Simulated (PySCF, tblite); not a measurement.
# C4H6BrGeN: geometry, infrared bands and NMR shifts

Aim: predict the infrared bands and NMR shifts of C4H6BrGeN (`[NH2][Ge@H]1[CH]=CC(Br)=[CH]1`).

The runs use tblite 0.8.0 and PySCF 2.14.0, with density-fitted response routines of our own; the level of theory stands in each step. All values are computed, except where a source is named. Atoms count from 0, in the outputs and in this text.

## 1. The starting structure

13 atoms, charge 0, multiplicity 1; geometry from: force field or distance geometry start.

Bonds of the start (Å): N0–Ge1 1.84, Ge1–C2 1.92, C2–C3 1.32, C3–C4 1.42, C4–Br5 1.96, C4–C6 1.31, C6–Ge1 1.93, N0–H7 1.04, N0–H8 1.04, Ge1–H9 1.52, C2–H10 1.08, C3–H11 1.12, C6–H12 1.06.

## 2. Optimising the geometry with GFN2-xTB

Job settings and geometry (Å):

```
{"job": {"kind": "relax", "xc": "GFN2-xTB", "basis": "xTB"}, "charge": 0, "multiplicity": 1}
N      2.376400    -0.002200    -0.330500
Ge     0.892800     0.223100     0.738400
C     -0.329300     1.424300    -0.136600
C     -1.406300     0.728100    -0.447000
C     -1.451400    -0.640300    -0.088200
Br    -3.003200    -1.765400    -0.504500
C     -0.421500    -1.177200     0.515300
H      2.797200    -0.946000    -0.181400
H      2.091000     0.051500    -1.331300
H      1.165200     0.574500     2.194300
H     -0.162000     2.468400    -0.338300
H     -2.256300     1.238100    -0.963000
H     -0.297000    -2.176500     0.855200
```

On the command line:

```console
> OMP_NUM_THREADS=1 python probes_run.py task.json out
```

This one command runs all jobs of the session in turn.

Log:

```text
step      E/eV     max force
  0    -557.06387    2.986
  1    -557.20654    0.969
  2    -557.23324    0.418
  3    -557.24985    0.345
  4    -557.27647    0.488
  5    -557.29528    0.554
  6    -557.31639    0.354
  7    -557.32640    0.320
  8    -557.33298    0.245
  9    -557.33898    0.273
 10    -557.34516    0.210
 11    -557.34926    0.163
 12    -557.35238    0.137
 13    -557.35576    0.236
 14    -557.35959    0.252
 15    -557.36275    0.167
 16    -557.36466    0.118
 17    -557.36573    0.076
 18    -557.36647    0.080
 19    -557.36717    0.064
 20    -557.36801    0.092
 21    -557.36908    0.105
 22    -557.37027    0.091
 23    -557.37136    0.079
 24    -557.37225    0.078
 25    -557.37300    0.076
 26    -557.37369    0.065
 27    -557.37434    0.072
 28    -557.37505    0.085
 29    -557.37607    0.116
 30    -557.37749    0.127
 31    -557.37902    0.132
 32    -557.38014    0.092
 33    -557.38092    0.074
 34    -557.38167    0.088
 35    -557.38251    0.094
 36    -557.38330    0.126
 37    -557.38409    0.100
 38    -557.38479    0.075
 39    -557.38532    0.056
 40    -557.38588    0.065
 41    -557.38632    0.069
 42    -557.38663    0.054
 43    -557.38686    0.039
 44    -557.38702    0.036
 45    -557.38713    0.027
 46    -557.38721    0.037
 47    -557.38727    0.024
 48    -557.38732    0.017
 49    -557.38737    0.018
 50    -557.38743    0.022
 51    -557.38751    0.024
 52    -557.38758    0.019
 53    -557.38763    0.016
 54    -557.38767    0.017
 55    -557.38773    0.028
 56    -557.38780    0.031
 57    -557.38786    0.020
 58    -557.38791    0.018
 59    -557.38798    0.025
 60    -557.38806    0.028
 61    -557.38813    0.025
 62    -557.38816    0.013
 63    -557.38818    0.009
```

Run time: 0.73 s. Hardware: 1 thread of Arm Neoverse N1, shared host; peak memory 0.18 GiB.

Step by step: (not every step is listed)

```tsv
step	energy from step 0 (eV)	largest force (eV/Å)
0	0.0000	2.9864
1	-0.1427	0.9690
2	-0.1694	0.4179
3	-0.1860	0.3451
4	-0.2126	0.4880
5	-0.2314	0.5536
6	-0.2525	0.3543
7	-0.2625	0.3200
8	-0.2691	0.2451
13	-0.2919	0.2358
18	-0.3026	0.0801
23	-0.3075	0.0787
28	-0.3112	0.0851
33	-0.3170	0.0737
38	-0.3209	0.0747
43	-0.3230	0.0385
48	-0.3235	0.0166
53	-0.3238	0.0159
58	-0.3240	0.0180
59	-0.3241	0.0255
60	-0.3242	0.0282
61	-0.3243	0.0247
62	-0.3243	0.0134
63	-0.3243	0.0091
```

Distances of close pairs at the start and the end, largest changes first:

```tsv
bond	before (Å)	after (Å)	change (Å)
C4–Br5	1.961	1.913	-0.048
C3–C4	1.415	1.461	+0.046
Ge1–C6	1.933	1.979	+0.046
Ge1–C2	1.924	1.961	+0.037
C3–H11	1.118	1.081	-0.037
N0–H7	1.044	1.010	-0.034
N0–H8	1.042	1.011	-0.031
N0–Ge1	1.842	1.814	-0.028
```

The end geometry stands in the next job.

## 3. Vibrational analysis with GFN2-xTB

Job settings and geometry (Å):

```
{"job": {"kind": "ir", "xc": "GFN2-xTB", "basis": "xTB"}, "charge": 0, "multiplicity": 1}
N      2.432623     0.032282    -0.312350
Ge     0.904817     0.176491     0.655590
C     -0.371397     1.414607    -0.171738
C     -1.501325     0.756616    -0.437128
C     -1.541846    -0.658011    -0.073959
Br    -3.164858    -1.600003    -0.446838
C     -0.481081    -1.226910     0.493127
H      3.130731    -0.612054     0.031439
H      2.313972    -0.120947    -1.304396
H      1.354391     0.447435     2.065762
H     -0.248353     2.459518    -0.398702
H     -2.374659     1.194164    -0.900121
H     -0.457404    -2.262704     0.781585
```

Log:

```text
mode    cm-1     km/mol
  1      69.8      1.75
  2     126.3      0.50
  3     182.0      6.31
  4     213.1     18.97
  5     214.9     15.94
  6     242.7      3.04
  7     314.7     15.51
  8     424.5     12.72
  9     470.3     10.83
 10     525.3    251.62
 11     574.6     36.63
 12     586.1     35.39
 13     618.5     77.41
 14     663.4     66.54
 15     680.8     21.80
 16     758.5     77.28
 17     768.0     14.82
 18     779.5     95.51
 19     805.4    113.55
 20     909.5      0.07
 21     982.7      2.62
 22    1103.9      0.57
 23    1157.9     54.78
 24    1277.8     14.80
 25    1479.2     30.87
 26    1555.8     49.67
 27    1600.8     52.60
 28    1958.1    399.65
 29    3064.8     25.72
 30    3098.9     18.96
 31    3110.5     24.26
 32    3416.5      9.82
 33    3445.1      0.43
```

It took 0.75 s on 1 thread of Arm Neoverse N1, shared host; peak memory 0.18 GiB.

The strongest bands and the atoms that carry them (share of the mass-weighted mode):

```tsv
cm⁻¹	km/mol	atoms
525	251.6	N0 38 %, H8 22 %, H7 18 %, H9 13 %
618	77.4	H9 57 %, H8 16 %
663	66.5	C6 22 %, H7 21 %, C2 15 %, N0 14 %
758	77.3	H10 41 %, H11 16 %, H12 11 %
780	95.5	C4 26 %, C3 21 %, C2 13 %, H10 11 %
805	113.5	H8 35 %, H7 26 %, H9 17 %, N0 11 %
1158	54.8	H12 43 %, H11 20 %, C4 19 %, C6 15 %
1958	399.6	H9 99 %
```

## 4. Nuclear shieldings: PBE0/pcSseg-1

Settings changed since step 3:

```diff
@@ -1,2 +1,2 @@
-{"job": {"kind": "ir", "xc": "GFN2-xTB", "basis": "xTB"}, "charge": 0, "multiplicity": 1}
+{"job": {"kind": "nmr", "xc": "PBE0", "basis": "pcSseg-1"}, "charge": 0, "multiplicity": 1}
 N      2.432623     0.032282    -0.312350
```

Level: GIAO PBE0/pcSseg-1 NMR shielding, non-relativistic, gas phase.

Log:

```text
coarse grid: 55424 points
cycle   1  E = -4860.4783881995  dE = -9.035e-01  |g| = 1.192e+00  |ddm| = 3.819e+00
cycle   2  E = -4860.4151379608  dE =  6.325e-02  |g| = 1.154e+00  |ddm| = 1.176e+00
cycle   3  E = -4860.5747616698  dE = -1.596e-01  |g| = 2.389e-01  |ddm| = 8.522e-01
cycle   4  E = -4860.5841044681  dE = -9.343e-03  |g| = 1.079e-01  |ddm| = 2.600e-01
cycle   5  E = -4860.5866562741  dE = -2.552e-03  |g| = 2.070e-02  |ddm| = 1.067e-01
cycle   6  E = -4860.5867435168  dE = -8.724e-05  |g| = 7.561e-03  |ddm| = 2.125e-02
cycle   7  E = -4860.5867556259  dE = -1.211e-05  |g| = 9.757e-04  |ddm| = 6.478e-03
cycle   8  E = -4860.5867557647  dE = -1.388e-07  |g| = 5.081e-04  |ddm| = 1.409e-03
final grid: 114168 points
cycle   9  E = -4860.5867410454  dE =  5.572e-08  |g| = 7.709e-04  |ddm| = 2.179e-03
cycle  10  E = -4860.5867408130  dE =  2.324e-07  |g| = 1.228e-03  |ddm| = 1.826e-03
cycle  11  E = -4860.5867411975  dE = -3.845e-07  |g| = 9.582e-05  |ddm| = 1.096e-03
cycle  12  E = -4860.5867411999  dE = -2.407e-09  |g| = 1.583e-05  |ddm| = 1.045e-04
cycle  13  E = -4860.5867412000  dE = -6.548e-11  |g| = 3.760e-06  |ddm| = 1.501e-05
converged SCF energy = -4860.5867412000

GIAO shielding tensors (ppm)
atom      isotropic    diamagn.    paramagn.     s11        s22        s33       span
  0 N      261.238     318.026     -56.788    228.793    259.771    295.150     66.358
  1 Ge    1357.615    2753.363   -1395.748   1229.472   1414.845   1428.529    199.057
  2 C       50.403     258.949    -208.546    -54.236     39.818    165.627    219.863
  3 C       30.043     251.936    -221.893    -85.310     55.147    120.292    205.601
  4 C       31.910     255.101    -223.191    -70.376     75.752     90.353    160.728
  5 Br    1938.505    3121.356   -1182.851   1395.351   1571.090   2849.074   1453.723
  6 C       49.194     257.980    -208.786    -52.158     46.373    153.366    205.524
  7 H       31.382      29.720       1.662     23.283     26.805     44.058     20.774
  8 H       31.639      31.627       0.012     22.991     28.011     43.915     20.924
  9 H       26.434      27.717      -1.283     19.670     21.341     38.291     18.621
 10 H       25.388      31.101      -5.713     23.793     25.508     26.863      3.071
 11 H       24.779      30.357      -5.579     21.872     23.109     29.355      7.482
 12 H       25.374      31.755      -6.381     22.631     24.523     28.967      6.336
```

Wall time 62 s (1 thread of Arm Neoverse N1, shared host); peak memory 0.84 GiB.

Shifts follow as δ = σ(reference) − σ, with reference shieldings (ppm) from runs at the same level and on the same kind of geometry: 1H TMS 31.72, 13C TMS 186.9, 15N NH3 267.7, 73Ge GeMe4 1331, 79Br HBr 2622. The references are single molecules in the gas phase, so shifts against H2O, NH3, PH3, H3PO4 or CFCl3 are not on the usual liquid scales and can be off by tens of ppm. Atoms listed in one row are averaged.

```tsv
atoms	environment	σ (ppm)	δ (ppm)
C3	alkene CH	30.0	156.9
C4	fully substituted alkene carbon	31.9	155.0
C6	alkene CH	49.2	137.7
C2	alkene CH	50.4	136.5
H11	hydrogen on an alkene CH	24.78	6.94
H12	hydrogen on an alkene CH	25.37	6.34
H10	hydrogen on an alkene CH	25.39	6.33
H9	hydrogen on a germanium bonded to 2 C, N, in a 5-membered ring	26.43	5.28
H7, H8	hydrogen on a nitrogen bonded to Ge	31.51	0.21
N0	nitrogen bonded to Ge, 2 H	261.2	6.5
Ge1	germanium bonded to 2 C, N, H, in a 5-membered ring	1358	-27
Br5	bromine bonded to C	1939	684
```

The run also stored atomic charges by several schemes (e):

```tsv
atoms	Mulliken	IAO	Hirshfeld	ESP fit
N0	-0.66	-0.79	-0.32	-1.00
Ge1	0.97	0.90	0.41	0.81
C2	-0.41	-0.40	-0.13	-0.46
C3	0.05	-0.14	-0.05	0.06
C4	-0.16	-0.05	-0.01	-0.04
Br5	-0.11	-0.02	-0.04	-0.06
C6	-0.33	-0.44	-0.16	-0.46
```

Mayer bond orders: N0–Ge1 1.00, Ge1–C2 0.87, C2–C3 1.78, C3–C4 1.00, C4–Br5 1.02, C4–C6 1.74, C6–Ge1 0.78.

Ring of atoms Ge1, C2, C3, C4, C6: NICS(0) 0.2, NICS(1) -1.5, NICS(1)zz 3.3 ppm (means of both faces).

## 5. What came out

| quantity | value |
| --- | --- |
| strongest single infrared mode (GFN2-xTB) | 1958 cm⁻¹, 400 km/mol |
| zero-point energy (GFN2-xTB) | 53.2 kcal/mol |
| 13C shifts against TMS (PBE0/pcSseg-1) | 156.9, 155.0, 137.7, 136.5 ppm |
| 1H shifts against TMS (PBE0/pcSseg-1, means over atoms taken as alike) | 6.94, 6.34, 6.33, 5.28, 0.21 ppm |
| 15N shifts against NH3 (PBE0/pcSseg-1) | 6.5 ppm |
| 73Ge shifts against GeMe4 (PBE0/pcSseg-1) | -27 ppm |
| 79Br shifts against HBr (PBE0/pcSseg-1) | 684 ppm |

What this shows: Over 63 steps the energy fell by 0.324 eV; of the close pairs, C4–Br5 changed most, 1.961 to 1.913 Å. All 33 modes are real, so the xTB geometry is a minimum. The strongest single mode, at 1958 cm⁻¹, moves mainly H9. GFN2-xTB is a fitted tight-binding method: band positions and strengths are rough. Its intensities can rank the bands wrongly. C4 stands next to heavy halogen, whose spin-orbit shielding this run leaves out, so the computed shift lies too far downfield, most of all for carbon beside Br or I. At PBE0/pcSseg-1: The largest span, 1454 ppm, is at Br5, where the paramagnetic term is -1183 ppm. Spin-orbit coupling is left out, which matters for shieldings and couplings at and beside the heavy atoms.
